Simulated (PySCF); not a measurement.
# O⁺, O²⁺: ionisation energy in aug-cc-pVDZ-DK

Aim: the ionisation energy of oxygen from differences of total energies, at each level of theory, and how far each lands from the tabulated value where there is one.

The numbers are computed with PySCF 2.14.0 (unrestricted determinants in a Gaussian basis, no spin-orbit coupling in the energies), except any that are marked as measured or tabulated.

### Step 1. The system

- Element: oxygen (Z = 8)
- Basis: aug-cc-pVDZ-DK
- Hamiltonian: scalar relativity by spin-free X2C-1e
- State 1: O⁺: [He] 2s2 2p3, high-spin 4S determinant
- State 2: O²⁺: [He] 2s2 2p2, high-spin 3P determinant
- Methods: UHF, B3LYP, LDA, MP2, CCSD(T)
- Core shells frozen in the correlated runs: valence: 1s2 (for O⁺)

The outer shells:

O+ [He] 2s2 2p3
```
[He] core
2s [↑↓]
2p [↑ ][↑ ][↑ ]
```

O2+ [He] 2s2 2p2
```
[He] core
2s [↑↓]
2p [↑ ][↑ ][  ]
```

One driver process ran all states and methods and kept the integrals in memory. Each run is shown as a PySCF script that sums up its settings (the driver passes frozen orbitals as a list and adds second-order terms of double hybrids); the logs are those of the runs themselves. The driver starts from symmetry-adapted Hartree-Fock orbitals, holds the occupation by maximum overlap and uses a logarithmic radial grid for functionals, so a plain start would take other cycles.

The driver's launch:

```
OMP_NUM_THREADS=1 python atomrun2.py TASK.json OUT
```

The integrals over 23 functions and the set-up took 0.03 s of CPU time.

### Step 2. O⁺, method by method

Level: UHF.

input.py reads:

```python
from pyscf import gto, scf, dft, mp, cc
import basis_set_exchange as bse
mol = gto.M(atom="O 0 0 0", charge=1, spin=3, symmetry="D2h",
            basis=gto.basis.parse(bse.get_basis("aug-cc-pVDZ-DK", elements=["O"], fmt="nwchem", header=False)),
            nucmod="G")
mf = scf.UHF(mol).sfx2c1e()
mf.irrep_nelec = {'Ag': (2, 2), 'B1u': (1, 0), 'B2u': (1, 0), 'B3u': (1, 0)}
mf.kernel()
```

The log of the run:

```text
damping factor = 0
level_shift factor = 0
DIIS = <class 'pyscf.scf.diis.CDIIS'>
diis_start_cycle = 1
diis_space = 10
diis_damp = 0
SCF conv_tol = 1e-09
SCF conv_tol_grad = None
number electrons alpha = 5  beta = 2
cycle= 1 E= -74.4058781939281  delta_E= -1.99e-12  |g|= 3.97e-07  |ddm|= 5.45e-06
converged SCF energy = -74.4058781939281  <S^2> = 3.7550964  2S+1 = 4.0025474
```

Time after the integrals: 0.05 s (1 thread of Neoverse-V1, shared host).

Orbital energies by shell (radii are means over both spins):

| shell | electrons | mean orbital energy (eV) | spread (eV) | rms radius (bohr) |
| --- | --- | --- | --- | --- |
| 1s α | 1 | -583.29 | 0 | 0.230 |
| 1s β | 1 | -579.57 | 0 | 0.230 |
| 2s α | 1 | -56.484 | 0 | 1.20 |
| 2s β | 1 | -41.854 | 0 | 1.20 |
| 2p α | 3 | -36.157 | 0 | 1.22 |

⟨S²⟩ = 3.755, ⟨L²⟩ = 0.00.

Level: B3LYP.

input.py differs from the last one in:

```diff
@@ -5,3 +5,3 @@
             nucmod="G")
-mf = scf.UHF(mol).sfx2c1e()
+mf = dft.UKS(mol, xc="B3LYP").sfx2c1e()
 mf.irrep_nelec = {'Ag': (2, 2), 'B1u': (1, 0), 'B2u': (1, 0), 'B3u': (1, 0)}
```

The log of the run:

```text
damping factor = 0
level_shift factor = 0
DIIS = <class 'pyscf.scf.diis.CDIIS'>
diis_start_cycle = 1
diis_space = 10
diis_damp = 0
SCF conv_tol = 1e-09
SCF conv_tol_grad = None
number electrons alpha = 5  beta = 2
XC functionals = B3LYP
    P. J. Stephens, F. J. Devlin, C. F. Chabalowski, and M. J. Frisch.,  J. Phys. Chem. 98, 11623 (1994)
cycle= 1 E= -74.6108504990183  delta_E= -0.00119  |g|= 0.00478  |ddm|= 0.124
cycle= 2 E= -74.6108601931302  delta_E= -9.69e-06  |g|= 0.00137  |ddm|= 0.0172
cycle= 3 E= -74.6108609979634  delta_E= -8.05e-07  |g|= 0.000286  |ddm|= 0.00372
cycle= 4 E= -74.6108610315652  delta_E= -3.36e-08  |g|= 2.61e-06  |ddm|= 0.000793
cycle= 5 E= -74.6108610315694  delta_E= -4.16e-12  |g|= 3.66e-08  |ddm|= 8.26e-06
converged SCF energy = -74.6108610315694  <S^2> = 3.7522714  2S+1 = 4.0011355
```

It took 0.12 s on 1 thread of Neoverse-V1, shared host, the integrals not counted.

Level: LDA.

input.py differs from the last one in:

```diff
@@ -5,3 +5,3 @@
             nucmod="G")
-mf = dft.UKS(mol, xc="B3LYP").sfx2c1e()
+mf = dft.UKS(mol, xc="LDA,VWN").sfx2c1e()
 mf.irrep_nelec = {'Ag': (2, 2), 'B1u': (1, 0), 'B2u': (1, 0), 'B3u': (1, 0)}
```

The log of the run:

```text
damping factor = 0
level_shift factor = 0
DIIS = <class 'pyscf.scf.diis.CDIIS'>
diis_start_cycle = 1
diis_space = 10
diis_damp = 0
SCF conv_tol = 1e-09
SCF conv_tol_grad = None
number electrons alpha = 5  beta = 2
XC functionals = LDA,VWN
    P. A. M. Dirac.,  Math. Proc. Cambridge Philos. Soc. 26, 376 (1930)
    F. Bloch.,  Z. Phys. 57, 545 (1929)
    S. H. Vosko, L. Wilk, and M. Nusair.,  Can. J. Phys. 58, 1200 (1980)
cycle= 1 E= -74.0418465838562  delta_E= -0.00247  |g|= 0.0183  |ddm|= 0.202
cycle= 2 E= -74.0419384122043  delta_E= -9.18e-05  |g|= 0.00995  |ddm|= 0.0645
cycle= 3 E= -74.0419801652231  delta_E= -4.18e-05  |g|= 0.000136  |ddm|= 0.0229
cycle= 4 E= -74.0419801727244  delta_E= -7.5e-09  |g|= 1.92e-06  |ddm|= 0.000387
cycle= 5 E= -74.0419801727264  delta_E= -2e-12  |g|= 1.91e-08  |ddm|= 6.4e-06
converged SCF energy = -74.0419801727264  <S^2> = 3.7519023  2S+1 = 4.000951
```

It took 0.07 s on 1 thread of Neoverse-V1, shared host, the integrals not counted.

Level: MP2 (valence).

input.py differs from the last one in:

```diff
@@ -5,4 +5,5 @@
             nucmod="G")
-mf = dft.UKS(mol, xc="LDA,VWN").sfx2c1e()
+mf = scf.UHF(mol).sfx2c1e()
 mf.irrep_nelec = {'Ag': (2, 2), 'B1u': (1, 0), 'B2u': (1, 0), 'B3u': (1, 0)}
 mf.kernel()
+mp.UMP2(mf, frozen=1).kernel()
```

This step left no log, only its results.

Time after the integrals: 0.01 s (1 thread of Neoverse-V1, shared host).

With 5 electrons correlated, the MP2 correlation energy is -0.07225 hartree (-0.02004 same spin, -0.05221 opposite spin); the SCS form gives -0.06933. Largest pairs of shells: 2s-2p -0.0477, 2p-2p -0.0170, 2s-2s -0.0075.

Level: CCSD(T) (valence).

input.py differs from the last one in:

```diff
@@ -8,2 +8,3 @@
 mf.kernel()
-mp.UMP2(mf, frozen=1).kernel()
+mycc = cc.CCSD(mf, frozen=1).run()
+mycc.ccsd_t()
```

The log of the run:

```text
CC2 = 0
CCSD nocc = (np.int64(4), np.int64(1)), nmo = (22, 22)
frozen orbitals [[0], [0]]
max_cycle = 100
direct = 0
conv_tol = 1e-08
conv_tol_normt = 1e-06
diis_space = 8
diis_start_cycle = 0
Init t2, MP2 energy = -0.0722495878508948
Init E_corr(UCCSD) = -0.072249587850971
cycle = 1  E_corr(UCCSD) = -0.0845065764779292  dE = -0.0122569886  norm(t1,t2) = 0.0267162
cycle = 2  E_corr(UCCSD) = -0.0871115616194985  dE = -0.00260498514  norm(t1,t2) = 0.00879101
cycle = 3  E_corr(UCCSD) = -0.088259830374823  dE = -0.00114826876  norm(t1,t2) = 0.00355854
cycle = 4  E_corr(UCCSD) = -0.088210401175332  dE = 4.94291995e-05  norm(t1,t2) = 0.000571405
cycle = 5  E_corr(UCCSD) = -0.0882178928196192  dE = -7.49164429e-06  norm(t1,t2) = 0.000145593
cycle = 6  E_corr(UCCSD) = -0.0882177063502047  dE = 1.86469414e-07  norm(t1,t2) = 1.30622e-05
cycle = 7  E_corr(UCCSD) = -0.0882178196231508  dE = -1.13272946e-07  norm(t1,t2) = 1.50722e-06
cycle = 8  E_corr(UCCSD) = -0.0882178342614933  dE = -1.46383425e-08  norm(t1,t2) = 3.29877e-07
cycle = 9  E_corr(UCCSD) = -0.0882178315184725  dE = 2.74302084e-09  norm(t1,t2) = 3.72969e-08
UCCSD converged
E(UCCSD) = -74.49409602544657  E_corr = -0.08821783151847246
UCCSD(T) correction = -0.000785774591888905
```

It took 0.16 s on 1 thread of Neoverse-V1, shared host, the integrals not counted.

CCSD correlation -0.08822 hartree, triples -0.00079; total -74.494882. T1 = 0.005, largest double amplitude 0.029.

Radial density 4πr²ρ of O⁺ at UHF:

| r (bohr) | density | spin density |
| --- | --- | --- |
| 0.00418 | 0.0673 | 0.000 |
| 0.00704 | 0.181 | 0.000 |
| 0.0118 | 0.466 | 0.001 |
| 0.0199 | 1.15 | 0.002 |
| 0.0335 | 2.61 | 0.005 |
| 0.0563 | 5.12 | 0.013 |
| 0.0947 | 7.89 | 0.041 |
| 0.159 | 8.21 | 0.169 |
| 0.268 | 4.87 | 0.648 |
| 0.451 | 3.06 | 1.717 |
| 0.758 | 4.46 | 2.657 |
| 1.28 | 2.99 | 1.683 |
| 2.15 | 0.503 | 0.276 |
| 3.61 | 0.0142 | 0.011 |
| 6.07 | 7.71e-05 | 0.000 |

### Step 3. O²⁺

Level: UHF.

input.py reads:

```python
from pyscf import gto, scf, dft, mp, cc
import basis_set_exchange as bse
mol = gto.M(atom="O 0 0 0", charge=2, spin=2, symmetry="D2h",
            basis=gto.basis.parse(bse.get_basis("aug-cc-pVDZ-DK", elements=["O"], fmt="nwchem", header=False)),
            nucmod="G")
mf = scf.UHF(mol).sfx2c1e()
mf.irrep_nelec = {'Ag': (2, 2), 'B1u': (1, 0), 'B2u': (1, 0)}
mf.kernel()
```

The log of the run:

```text
damping factor = 0
level_shift factor = 0
DIIS = <class 'pyscf.scf.diis.CDIIS'>
diis_start_cycle = 1
diis_space = 10
diis_damp = 0
SCF conv_tol = 1e-09
SCF conv_tol_grad = None
number electrons alpha = 4  beta = 2
cycle= 1 E= -73.1360465758249  delta_E= -0.00346  |g|= 0.0233  |ddm|= 0.0468
cycle= 2 E= -73.1362193990817  delta_E= -0.000173  |g|= 0.00523  |ddm|= 0.0102
cycle= 3 E= -73.1362290880628  delta_E= -9.69e-06  |g|= 9.6e-05  |ddm|= 0.00299
cycle= 4 E= -73.1362290926504  delta_E= -4.59e-09  |g|= 5.04e-06  |ddm|= 0.000105
cycle= 5 E= -73.1362290926629  delta_E= -1.25e-11  |g|= 7.98e-07  |ddm|= 1.32e-05
converged SCF energy = -73.1362290926629  <S^2> = 2.0045616  2S+1 = 3.0030395
```

Time after the integrals: 0.06 s (1 thread of Neoverse-V1, shared host).

The occupied shells:

| shell | electrons | mean orbital energy (eV) | spread (eV) | rms radius (bohr) |
| --- | --- | --- | --- | --- |
| 1s α | 1 | -608.20 | 0 | 0.230 |
| 1s β | 1 | -605.34 | 0 | 0.230 |
| 2s α | 1 | -72.848 | 0 | 1.14 |
| 2s β | 1 | -62.451 | 0 | 1.14 |
| 2p α | 2 | -55.715 | 0 | 1.10 |

⟨S²⟩ = 2.005, ⟨L²⟩ = 2.01.

Level: B3LYP.

input.py differs from the last one in:

```diff
@@ -5,3 +5,3 @@
             nucmod="G")
-mf = scf.UHF(mol).sfx2c1e()
+mf = dft.UKS(mol, xc="B3LYP").sfx2c1e()
 mf.irrep_nelec = {'Ag': (2, 2), 'B1u': (1, 0), 'B2u': (1, 0)}
```

The log of the run:

```text
damping factor = 0
level_shift factor = 0
DIIS = <class 'pyscf.scf.diis.CDIIS'>
diis_start_cycle = 1
diis_space = 10
diis_damp = 0
SCF conv_tol = 1e-09
SCF conv_tol_grad = None
number electrons alpha = 4  beta = 2
XC functionals = B3LYP
    P. J. Stephens, F. J. Devlin, C. F. Chabalowski, and M. J. Frisch.,  J. Phys. Chem. 98, 11623 (1994)
cycle= 1 E= -73.3124097938604  delta_E= -0.00206  |g|= 0.00749  |ddm|= 0.115
cycle= 2 E= -73.3124287708952  delta_E= -1.9e-05  |g|= 0.000862  |ddm|= 0.0114
cycle= 3 E= -73.3124290259103  delta_E= -2.55e-07  |g|= 8.62e-05  |ddm|= 0.00143
cycle= 4 E= -73.3124290288488  delta_E= -2.94e-09  |g|= 1.21e-06  |ddm|= 0.000271
cycle= 5 E= -73.3124290288494  delta_E= -6.11e-13  |g|= 5.48e-08  |ddm|= 4.38e-06
converged SCF energy = -73.3124290288494  <S^2> = 2.0017094  2S+1 = 3.0011394
```

It took 0.12 s on 1 thread of Neoverse-V1, shared host, the integrals not counted.

Level: LDA.

input.py differs from the last one in:

```diff
@@ -5,3 +5,3 @@
             nucmod="G")
-mf = dft.UKS(mol, xc="B3LYP").sfx2c1e()
+mf = dft.UKS(mol, xc="LDA,VWN").sfx2c1e()
 mf.irrep_nelec = {'Ag': (2, 2), 'B1u': (1, 0), 'B2u': (1, 0)}
```

The log of the run:

```text
damping factor = 0
level_shift factor = 0
DIIS = <class 'pyscf.scf.diis.CDIIS'>
diis_start_cycle = 1
diis_space = 10
diis_damp = 0
SCF conv_tol = 1e-09
SCF conv_tol_grad = None
number electrons alpha = 4  beta = 2
XC functionals = LDA,VWN
    P. A. M. Dirac.,  Math. Proc. Cambridge Philos. Soc. 26, 376 (1930)
    F. Bloch.,  Z. Phys. 57, 545 (1929)
    S. H. Vosko, L. Wilk, and M. Nusair.,  Can. J. Phys. 58, 1200 (1980)
cycle= 1 E= -72.7335570500955  delta_E= -0.0028  |g|= 0.00858  |ddm|= 0.173
cycle= 2 E= -72.7335823202309  delta_E= -2.53e-05  |g|= 0.00226  |ddm|= 0.032
cycle= 3 E= -72.733584402477  delta_E= -2.08e-06  |g|= 9.22e-05  |ddm|= 0.00714
cycle= 4 E= -72.7335844057729  delta_E= -3.3e-09  |g|= 9.16e-07  |ddm|= 0.000288
cycle= 5 E= -72.7335844057733  delta_E= -3.98e-13  |g|= 9.5e-09  |ddm|= 2.31e-06
converged SCF energy = -72.7335844057733  <S^2> = 2.0011123  2S+1 = 3.0007414
```

Time after the integrals: 0.07 s (1 thread of Neoverse-V1, shared host).

Level: MP2 (valence).

input.py differs from the last one in:

```diff
@@ -5,4 +5,5 @@
             nucmod="G")
-mf = dft.UKS(mol, xc="LDA,VWN").sfx2c1e()
+mf = scf.UHF(mol).sfx2c1e()
 mf.irrep_nelec = {'Ag': (2, 2), 'B1u': (1, 0), 'B2u': (1, 0)}
 mf.kernel()
+mp.UMP2(mf, frozen=1).kernel()
```

No log was kept for this step.

It took 0.01 s on 1 thread of Neoverse-V1, shared host, the integrals not counted.

With 4 electrons correlated, the MP2 correlation energy is -0.05632 hartree (-0.00794 same spin, -0.04838 opposite spin); the SCS form gives -0.06070. Largest pairs of shells: 2s-2p -0.0327, 2s-2s -0.0189, 2p-2p -0.0047.

Level: CCSD(T) (valence).

input.py differs from the last one in:

```diff
@@ -8,2 +8,3 @@
 mf.kernel()
-mp.UMP2(mf, frozen=1).kernel()
+mycc = cc.CCSD(mf, frozen=1).run()
+mycc.ccsd_t()
```

The log of the run:

```text
CC2 = 0
CCSD nocc = (np.int64(3), np.int64(1)), nmo = (22, 22)
frozen orbitals [[0], [0]]
max_cycle = 100
direct = 0
conv_tol = 1e-08
conv_tol_normt = 1e-06
diis_space = 8
diis_start_cycle = 0
Init t2, MP2 energy = -0.0563220380344166
Init E_corr(UCCSD) = -0.0563220380346706
cycle = 1  E_corr(UCCSD) = -0.0708282860493876  dE = -0.014506248  norm(t1,t2) = 0.0385398
cycle = 2  E_corr(UCCSD) = -0.0755383773042668  dE = -0.00471009125  norm(t1,t2) = 0.0170871
cycle = 3  E_corr(UCCSD) = -0.0790446706245783  dE = -0.00350629332  norm(t1,t2) = 0.00831259
cycle = 4  E_corr(UCCSD) = -0.0789616894532661  dE = 8.29811713e-05  norm(t1,t2) = 0.000841998
cycle = 5  E_corr(UCCSD) = -0.0789774698063644  dE = -1.57803531e-05  norm(t1,t2) = 0.000108006
cycle = 6  E_corr(UCCSD) = -0.078973584641616  dE = 3.88516475e-06  norm(t1,t2) = 1.45373e-05
cycle = 7  E_corr(UCCSD) = -0.07897516157017  dE = -1.57692855e-06  norm(t1,t2) = 3.46661e-06
cycle = 8  E_corr(UCCSD) = -0.078974780461953  dE = 3.81108217e-07  norm(t1,t2) = 9.60126e-07
cycle = 9  E_corr(UCCSD) = -0.0789747584365224  dE = 2.20254306e-08  norm(t1,t2) = 8.18614e-08
cycle = 10  E_corr(UCCSD) = -0.0789747653268459  dE = -6.89032352e-09  norm(t1,t2) = 1.70882e-08
UCCSD converged
E(UCCSD) = -73.21520385798972  E_corr = -0.07897476532684593
UCCSD(T) correction = -0.000657564365399387
```

It took 0.17 s on 1 thread of Neoverse-V1, shared host, the integrals not counted.

CCSD correlation -0.07897 hartree, triples -0.00066; total -73.215861. T1 = 0.005, largest double amplitude 0.124.

Radial density 4πr²ρ of O²⁺ at UHF:

| r (bohr) | density | spin density |
| --- | --- | --- |
| 0.00418 | 0.0676 | 0.000 |
| 0.00704 | 0.182 | 0.000 |
| 0.0118 | 0.468 | 0.000 |
| 0.0199 | 1.16 | 0.001 |
| 0.0335 | 2.62 | 0.003 |
| 0.0563 | 5.14 | 0.009 |
| 0.0947 | 7.92 | 0.030 |
| 0.159 | 8.20 | 0.132 |
| 0.268 | 4.73 | 0.507 |
| 0.451 | 2.74 | 1.319 |
| 0.758 | 3.96 | 1.957 |
| 1.28 | 2.35 | 1.083 |
| 2.15 | 0.261 | 0.104 |
| 3.61 | 0.00373 | 0.003 |
| 6.07 | 0.000100 | 0.000 |

### Step 4. Orbital energies side by side

Highest occupied Hartree-Fock shell of each state: O⁺ 2p α at -36.157 eV; O²⁺ 2p α at -55.715 eV.

### Step 5. Differences of total energies

Ionisation energy: O⁺ [He] 2s2 2p3 (4S) → O²⁺ [He] 2s2 2p2 (3P).

| method | value (eV) | error (eV) | CPU time, both states (s) |
| --- | --- | --- | --- |
| UHF | 34.549 | -0.572 | 0.11 |
| B3LYP | 35.332 | +0.211 | 0.24 |
| LDA | 35.603 | +0.482 | 0.14 |
| MP2 (valence) | 34.982 | -0.139 | 0.11 |
| SCS-MP2 (valence) | 34.784 | -0.337 | 0.11 |
| CCSD (valence) | 34.800 | -0.321 |  |
| CCSD(T) (valence) | 34.804 | -0.317 | 0.44 |

Reference: 35.121 eV (measured; NIST Atomic Spectra Database, ionization energies). Errors of the correlated levels include the incompleteness of this basis.

Times are CPU seconds on a shared host without the integrals; correlated rows include their Hartree-Fock run, whose time holds the symmetry-adapted start and any spin-orbit constants, while functionals begin from orbitals already made.

### Step 6. Outcome

```
             quantity                                                      value
ionisation energy, O⁺  UHF 34.549, CCSD(T) (valence) 34.804 eV; reference 35.121
```

Accuracy against cost (mean over 1 difference):

| method | mean absolute miss against the measured value (with the measured fine structure taken into account where it is known) (eV) | CPU time, both states (s) |
| --- | --- | --- |
| UHF | 0.572 | 0.11 |
| B3LYP | 0.211 | 0.24 |
| LDA | 0.482 | 0.14 |
| MP2 (valence) | 0.139 | 0.11 |
| SCS-MP2 (valence) | 0.337 | 0.11 |
| CCSD (valence) | 0.321 |  |
| CCSD(T) (valence) | 0.317 | 0.44 |

In words: MP2 (valence) lands nearest to the measured value (off by 0.14 eV); UHF misses by most (0.57 eV). In a finite basis a lower level can come nearest by cancelling errors. Hartree-Fock falls short because the species with more electrons holds more correlation energy, which it lacks. LDA is off by +0.48 eV. The basis is finite, and no extrapolation was made. The dearest level timed, CCSD(T) (valence), costs 4 times the cheapest, UHF, and differs from the measured value (with the measured fine structure taken into account where it is known) by 0.32 against 0.57 eV.
